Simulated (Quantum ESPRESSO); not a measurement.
Write an ASE script for Quantum ESPRESSO 7.5 that does the following.

```yaml
Task: single point
Functional: PBE
Potentials_or_basis: SSSP 1.3 efficiency PBE
Cutoff: 816 eV
Density_cutoff: 5987 eV
k_mesh: 7 × 7 × 6
Occupations: fermi-dirac, width 0.05 eV
Spin: no spin polarisation
Mixing_beta: 0.5
Most_SCF_iterations: 120
SCF_threshold: 6e-10 Ry
```

Crystal: RbTaRe.

```
Rb Ta Re
1.0
     4.54428    0.00000    0.00000
    -2.27214    3.93546    0.00000
     0.00000    0.00000    4.48722
Rb Ta Re
1 1 1
Direct
  0.66667 0.33333 0.00000
  0.33333 0.66667 0.50000
  0.00000 0.00000 0.50000
```

The cell was built by a generator and needn't be a form met in nature.

These files were run (other wordings do the same):

run.py

```python
import numpy as np
from ase.calculators.espresso import Espresso, EspressoProfile
from ase import Atoms

atoms = Atoms(['Rb', 'Ta', 'Re'],
              cell=[[4.54427929, 0.0, 0.0], [-2.27213965, 3.93546131, 0.0], [0.0, 0.0, 4.48721531]],
              scaled_positions=[[0.66666667, 0.33333333, 0.0], [0.33333333, 0.66666667, 0.5], [0.0, 0.0, 0.5]],
              pbc=True)

input_data = {
    'control': {'calculation': 'scf', 'prefix': 'pwscf', 'outdir': './tmp', 'tprnfor': True, 'tstress': True, 'disk_io': 'nowf'},
    'system': {'ecutwfc': 60.0, 'ecutrho': 440.0, 'nbnd': 27, 'occupations': 'smearing', 'smearing': 'fd', 'degauss': 0.00367493},
    'electrons': {'conv_thr': 6e-10, 'electron_maxstep': 120, 'mixing_beta': 0.5},
}
pseudopotentials = {'Rb': 'Rb_ONCV_PBE-1.0.oncvpsp.upf', 'Re': 'Re_pbe_v1.2.uspp.F.UPF', 'Ta': 'Ta_pbe_v1.uspp.F.UPF'}
profile = EspressoProfile(command='pw.x', pseudo_dir='pseudo')
dft = Espresso(profile=profile, input_data=input_data, pseudopotentials=pseudopotentials, kpts=(7, 7, 6), koffset=(0, 0, 0))
atoms.calc = dft

print(f'energy {atoms.get_potential_energy():.8f} eV')
print('forces (eV/A)')
print(np.round(atoms.get_forces(), 6))
print('stress (eV/A^3, Voigt)')
print(np.round(atoms.get_stress(), 8))
print(f'Fermi level {dft.get_fermi_level():.4f} eV')
```

Potentials or basis: SSSP 1.3 efficiency PBE.

Run with:

```sh
$ OMP_NUM_THREADS=1 python run.py
```

It gave:

```json
{"Pressure": "-1.4 GPa", "Band gap on the k mesh": "none (metal or under the smearing width)"}
```

It took 67 s on 1 thread of AMD EPYC 9R45 96-Core Processor (Zen 5), with other jobs on the host, peak memory 0.9 GiB.
